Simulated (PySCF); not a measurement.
**SeO₃: structure of the singlet**

The task is one start of a wider search on SeO₃: the singlet, built as trigonal pyramidal. It is relaxed, tested by its Hessian and followed downhill if it is a saddle.

Program: PySCF 2.14.0. Level of theory: PBE0, basis Se def2-TZVP, O def2-TZVP, no relativity, density fitting. These are calculated values, not measurements.

### Step 1. The system as given

4 atoms, charge 0, spin multiplicity 1.

Bond lengths: Se1–O2 1.640 Å, Se1–O3 1.640 Å, Se1–O4 1.640 Å. Angles: O2–Se1–O3 99.8°, O2–Se1–O4 99.8°, O3–Se1–O4 99.8°.

Z-matrix (Å, degrees; charge 0 multiplicity 1):
```
Se
O  1 1.6400
O  1 1.6400 2 99.75
O  1 1.6400 2 99.75 3 -101.77
```

### Step 2. Relaxing the singlet from the trigonal pyramidal start

The steps below are one call of a driver around PySCF. For each, scf.py gives the equivalent set-up of the SCF; relaxations use the driver's own optimiser. Before each start the driver seeks the lowest SCF state from one or more starting densities and follows internal instabilities, so scf.py alone need not reach the same state.

The program finds C3v symmetry in the start, which this walk keeps. The walk stops when the largest gradient is under 0.0003 Eh/bohr and the energy has settled too.

The input, scf.py:

```python
from pyscf import gto, scf, dft
mol = gto.M(atom='''
Se     0.000000     0.000000    -0.288844
O      1.447997     0.000002     0.481056
O     -0.724001     1.254001     0.481056
O     -0.723997    -1.254004     0.481056''',
    basis={'Se': 'def2-TZVP', 'O': 'def2-TZVP'},
    charge=0, spin=0)
mf = dft.RKS(mol, xc='PBE0')
mf.grids.atom_grid = (50, 194)
aux = {'Se': 'def2-universal-JKFIT', 'O': 'def2-universal-JKFIT'}
mf = mf.density_fit(auxbasis=aux)
mf.kernel()
```

After this run come: Hessian and properties.

Q: Predict the outcome of this session. Wanted: minimum; geometry; wavenumbers; dipole moment; highest occupied, lowest empty level; polar-tensor charge of Se1; zero-point energy; atomisation energy.

As calculated:

| quantity | value |
| --- | --- |
| minimum | singlet, D3h |
| geometry | Se–O 1.588 Å (×3); O–Se–O 120.0° (×3) |
| wavenumbers (cm⁻¹) | 278 (a2''), 360 (e'), 955 (a1'), 1072 (e') |
| dipole moment | 0.00 D |
| highest occupied, lowest empty level | -10.16, -3.64 eV |
| polar-tensor charge of Se1 | +1.57 e |
| zero-point energy | 24.5 kJ/mol |
| entropy at 298.15 K | 273.9 J/(mol K) |
| atomisation energy (no zero-point energy) | 1059 kJ/mol |

**Reading.** From C3v at the start the molecule goes to a D3h minimum. The strongest infrared band lies at 1072 cm⁻¹ (e', stretch). Se1 has a polar-tensor charge of +1.6 e (a dipole derivative, not a static charge), yet symmetry cancels the bond dipoles. Only this shape and spin were tried, so other structures or states may lie lower.
